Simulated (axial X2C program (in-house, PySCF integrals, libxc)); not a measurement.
# A two-component session on PtGe⁺: EOM-IP-CCSD levels

Aim: EOM-IP-CCSD levels of PtGe⁺, with spin–orbit coupling in the Hamiltonian from the start.

The runs use an in-house X2C program for linear molecules on PySCF integrals; two-component X2C with atomic mean-field terms, Pt dyall-cv3z, Ge dyall-cv3z.

All values are calculated.

### Step 1. The job

The input, task.json:

```json
{
 "zs": [
  78,
  32
 ],
 "q": 1,
 "bas": [
  "dyall-cv3z",
  "dyall-cv3z"
 ],
 "r0": 2.44,
 "eom": "ip",
 "rq": 0,
 "thr": -1.0,
 "nmax": 95,
 "grid": [
  1,
  0.96,
  1.045,
  0.92,
  1.09,
  1.15
 ]
}
```

Keys: zs atomic numbers; q charge; bas basis sets; r0 starting distance in Å; eom kind of EOM run; thr threshold in hartree for freezing inner shells (an s shell follows its p shell); nmax most natural virtual spinors; grid distances as factors.

Launch:

```bash
python soeom.py task.json out
```

Nuclei are Gaussian, cores are contracted, and the Gaunt term is on.

### Step 2. EOM-IP-CCSD at 2.162 Å

Reference: the closed shell PtGe; 14 electrons correlated, 92 virtual spinors; roots sought by Ω: 1/2: 4, 3/2: 3, 5/2: 1.

Output:

```text
two-component X2C + atomic mean field  HF
basis functions 286  fitting functions 1474  grid points 5797
iter        total energy     max residual
   1     -20508.251741298     1.10e+00
   2     -20508.308187055     1.93e-02
   3     -20508.308543779     1.74e-01
   4     -20508.314371157     3.23e-02
   5     -20508.314829445     6.74e-03
   6     -20508.315105730     9.97e-03
   7     -20508.315143769     1.46e-03
   8     -20508.315149076     5.74e-04
   9     -20508.315150408     5.81e-04
  10     -20508.315150869     1.34e-04
  11     -20508.315151087     1.44e-04
  12     -20508.315151123     7.41e-05
  13     -20508.315151141     1.05e-05
  14     -20508.315151151     4.60e-05
  15     -20508.315151157     3.34e-05
  16     -20508.315151158     6.37e-06
  17     -20508.315151159     2.28e-06
  18     -20508.315151159     3.02e-06
  19     -20508.315151159     1.18e-06
converged
one-electron -29380.86932359  Coulomb 8713.61141164  exact exchange -434.37296802  xc functional 0.00000000  nuclear repulsion 610.92799189  atomic mean-field constant -17.61226307
correlated 14  virtual 328  natural virtual 92  E(MP2) -0.523123898  MP2 remainder -0.035741430
iter   CCSD correlation   residual
   1     -0.410580923   3.25e-01
   2     -0.437665734   1.92e-01
   3     -0.444209979   5.24e-02
   4     -0.445506793   2.91e-02
   5     -0.445908333   1.15e-02
   6     -0.446147934   4.34e-03
   7     -0.446111366   1.48e-03
   8     -0.446112080   5.54e-04
   9     -0.446128017   2.97e-04
  10     -0.446118025   1.71e-04
  11     -0.446124398   9.03e-05
  12     -0.446122325   4.00e-05
  13     -0.446122184   1.36e-05
  14     -0.446122045   6.84e-06
  15     -0.446121902   3.59e-06
  16     -0.446121854   1.71e-06
  17     -0.446121845   9.56e-07
(T) -0.031876193  T1 0.0644  D1 0.1403  max T2 0.056
EOM-IP-CCSD roots
2*Omega      energy/Eh   energy/eV  one-particle weight
    1       0.29449343      8.0136      0.958
    1       0.36120961      9.8290      0.929
    1       0.39444057     10.7333      0.914
    1       0.46203484     12.5726      0.006
    3       0.33572574      9.1356      0.927
    3       0.37476484     10.1979      0.921
    3       0.46787586     12.7316      0.003
    5       0.31062627      8.4526      0.925
```

T1 in the output is the amplitude norm over the root of the electron number; divide by √2 for the Lee–Taylor value.

```csv
Ω,vertical IE (eV),above lowest (cm⁻¹),spinor,weight
1/2,8.014,0,"42% Ge pσ, 35% Pt sσ, 19% Pt dσ",0.96
5/2,8.453,3540,99% Pt dδ,0.93
3/2,9.136,9050,"69% Pt dδ, 23% Pt dπ",0.93
1/2,9.829,14640,"34% Pt dπ, 26% Pt dσ, 24% Ge pσ",0.93
3/2,10.198,17620,"61% Pt dπ, 29% Pt dδ, 7% Ge pπ",0.92
1/2,10.733,21940,"51% Pt dπ, 27% Pt dσ, 9% Ge pσ",0.91
```

Wall time 14 s (1 thread of Arm Neoverse V1, shared host); peak memory 0.94 GiB.

### Step 3. EOM-IP-CCSD at 2.075 Å

```csv
Ω,vertical IE (eV),above lowest (cm⁻¹),spinor,weight
1/2,8.098,0,"45% Ge pσ, 36% Pt sσ, 15% Pt dσ",0.96
5/2,8.682,4710,99% Pt dδ,0.93
3/2,9.420,10670,"75% Pt dδ, 18% Pt dπ",0.93
1/2,10.083,16010,"35% Pt dσ, 25% Pt dπ, 21% Ge pσ",0.93
3/2,10.554,19810,"65% Pt dπ, 23% Pt dδ, 8% Ge pπ",0.92
1/2,11.043,23760,"59% Pt dπ, 20% Pt dσ",0.92
```

Wall time 18 s (1 thread of Arm Neoverse V1, shared host); peak memory 1 GiB.

### Step 4. EOM-IP-CCSD at 2.259 Å

```csv
Ω,vertical IE (eV),above lowest (cm⁻¹),spinor,weight
1/2,7.898,0,"38% Ge pσ, 34% Pt sσ, 23% Pt dσ",0.95
5/2,8.219,2590,99% Pt dδ,0.92
3/2,8.834,7550,"61% Pt dδ, 30% Pt dπ, 6% Ge pπ",0.93
1/2,9.546,13290,"43% Pt dπ, 25% Ge pσ, 17% Pt dσ",0.93
3/2,9.850,15740,"55% Pt dπ, 37% Pt dδ",0.92
1/2,10.436,20470,"42% Pt dπ, 33% Pt dσ, 13% Ge pσ",0.91
```

Run time: 19 s. Hardware: 1 thread of Arm Neoverse V1, shared host; peak memory 1 GiB.

### Step 5. EOM-IP-CCSD at 1.989 Å

```csv
Ω,vertical IE (eV),above lowest (cm⁻¹),spinor,weight
1/2,8.159,0,"48% Ge pσ, 35% Pt sσ, 11% Pt dσ",0.96
5/2,8.936,6270,99% Pt dδ,0.93
3/2,9.720,12600,"80% Pt dδ, 14% Pt dπ",0.93
1/2,10.339,17590,"42% Pt dσ, 18% Ge pσ, 17% Pt dπ",0.93
3/2,10.957,22570,"68% Pt dπ, 18% Pt dδ, 9% Ge pπ",0.93
1/2,11.407,26200,"66% Pt dπ, 13% Pt dσ, 7% Ge pπ",0.92
```

It took 21 s on 1 thread of Arm Neoverse V1, shared host; peak memory 1 GiB.

### Step 6. EOM-IP-CCSD at 2.357 Å

```csv
Ω,vertical IE (eV),above lowest (cm⁻¹),spinor,weight
1/2,7.768,0,"34% Ge pσ, 33% Pt sσ, 28% Pt dσ",0.95
5/2,8.006,1920,100% Pt dδ,0.92
3/2,8.548,6290,"54% Pt dδ, 37% Pt dπ, 7% Ge pπ",0.92
1/2,9.271,12120,"49% Pt dπ, 27% Ge pσ, 11% Pt dσ",0.93
3/2,9.551,14370,"49% Pt dπ, 45% Pt dδ",0.92
1/2,10.175,19410,"38% Pt dσ, 35% Pt dπ, 18% Ge pσ",0.91
```

Run time: 20 s. Hardware: 1 thread of Arm Neoverse V1, shared host; peak memory 1 GiB.

### Step 7. EOM-IP-CCSD at 2.486 Å

```csv
Ω,vertical IE (eV),above lowest (cm⁻¹),spinor,weight
1/2,7.586,0,"33% Pt dσ, 30% Pt sσ, 29% Ge pσ",0.94
5/2,7.750,1320,100% Pt dδ,0.92
3/2,8.193,4890,"46% Pt dδ, 45% Pt dπ, 7% Ge pπ",0.92
1/2,8.932,10860,"52% Pt dπ, 29% Ge pσ",0.93
3/2,9.214,13130,"54% Pt dδ, 42% Pt dπ",0.91
1/2,9.860,18340,"40% Pt dσ, 30% Pt dπ, 23% Ge pσ",0.91
```

It took 21 s on 1 thread of Arm Neoverse V1, shared host; peak memory 1.1 GiB.

### Step 8. Curves of the states

Energies in eV from the lowest point of the lowest state; states are followed by energy order within each Ω.

```csv
R (Å),(1)Ω=1/2,(1)Ω=5/2,(1)Ω=3/2,(2)Ω=1/2,(2)Ω=3/2,(3)Ω=1/2
1.989,0.6517,1.4293,2.2134,2.8322,3.4503,3.9004
2.075,0.1924,0.7768,1.5150,2.1776,2.6489,3.1377
2.162,0.0000,0.4390,1.1220,1.8154,2.1843,2.7197
2.259,0.0006,0.3217,0.9369,1.6486,1.9524,2.5390
2.357,0.1506,0.3881,0.9301,1.6535,1.9326,2.5574
2.486,0.4863,0.6499,1.0931,1.8324,2.1139,2.7600
```

Constants where the minimum is well bracketed (masses 194.965 and 73.921 u):

```csv
state,Te (cm⁻¹),Re (Å),ωe (cm⁻¹)
(1)Ω=1/2,0,2.209,316
```

### Step 9. What came out

| quantity | value |
| --- | --- |
| lowest root at 2.162 Å | Ω = 1/2, 8.014 eV |
| next root led by one particle | Ω = 5/2, about 3540 cm⁻¹ higher |
| T1 of the reference | 0.046 |
| lowest state, Re and ωe | 2.209 Å, 316 cm⁻¹ |

**Reading.** Removing an electron from the reference determinant of PtGe costs 8.01 eV and empties a spinor of 42% Ge pσ, 35% Pt sσ, 19% Pt dσ. Errors of 0.1 to 0.3 eV are usual at this size, and roots led by higher excitations are left out, so the list is incomplete, and low states of that kind can be missing. T1 or the largest double amplitude of the reference is raised, which lowers the reliability. The bond is 0.049 Å longer than in the closed-shell reference at CCSD (2.160 Å).
